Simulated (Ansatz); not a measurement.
# C₂H₃FSi, SMILES FC#C[SiH3]: an atomisation energy

Computed with the Ansatz DFT code, driven from Python.

The cells in order, each with its output:

In [1]:
```python
from collections import Counter

import ansatz as az
```

In [2]:
```python
SETTINGS = {
    'basis_set': '6-31G',
    'xc': 'CAM-B3LYP',
}
```

In [3]:
```python
def total_energy(molecule, charge=0, unpaired=0):
    calc = (
        molecule.calculation()
        .basis(gaussian=SETTINGS['basis_set'])
        .functional(SETTINGS['xc'])
    )
    if charge:
        calc = calc.charge(charge)
    if unpaired:
        calc = calc.spin('collinear', total=unpaired)
    report = calc.run(threads=1).report
    if report['published_state_doubts']:
        print('  doubts:', report['published_state_doubts'])
    return report['free_energy_ev']
```

In [4]:
```python
mol = (
    az.Crystal.molecule()
    .atom('F', (1.8946, -2.4237, 1.3411))
    .atom('C', (1.0867, -1.4143, 0.785))
    .atom('C', (0.3824, -0.5458, 0.2866))
    .atom('Si', (-0.5571, 0.8026, -0.4553))
    .atom('H', (-1.5599, 0.2153, -1.4763))
    .atom('H', (-1.4342, 1.4911, 0.5924))
    .atom('H', (0.2487, 1.8069, -1.1192))
)
```

In [5]:
```python
# Hund ground states
unpaired = {'F': 1, 'C': 2, 'Si': 2, 'H': 1}
counts = Counter(site.symbol for site in mol.cartesian_sites)
atom_energy = {s: total_energy(az.Crystal.molecule().atom(s, (0, 0, 0)), 0, unpaired[s]) for s in counts}
whole = total_energy(mol, 0, 0)
for s, e in atom_energy.items():
    print(f'{s:2s} x{counts[s]}  {e:14.5f} eV')
print(f'C2H3FSi: {whole:.5f} eV')
split = sum(counts[s] * e for s, e in atom_energy.items()) - whole
print(f'atomisation energy (no zero-point term): {split:.3f} eV, {split / sum(counts.values()):.3f} eV an atom')
```
```text
F  x1     -2712.69452 eV
C  x2     -1029.15841 eV
Si x1     -7873.70790 eV
H  x3       -13.51936 eV
C2H3FSi: -12709.64472 eV
atomisation energy (no zero-point term): 24.367 eV, 3.481 eV an atom
```

24.367 eV from the electronic energies, without the zero-point term.

Reading the output:
- These settings explore the input space; basis and method may be short of convergence.
- The geometry is a force-field or estimated start, not a minimum of this method, and the basis set is short of its limit. All parts are taken at fixed geometry, without zero-point energy.
- Timing: 2.6 s on 1 thread of Arm Neoverse V1, on a shared host, peak memory 0.16 GiB.
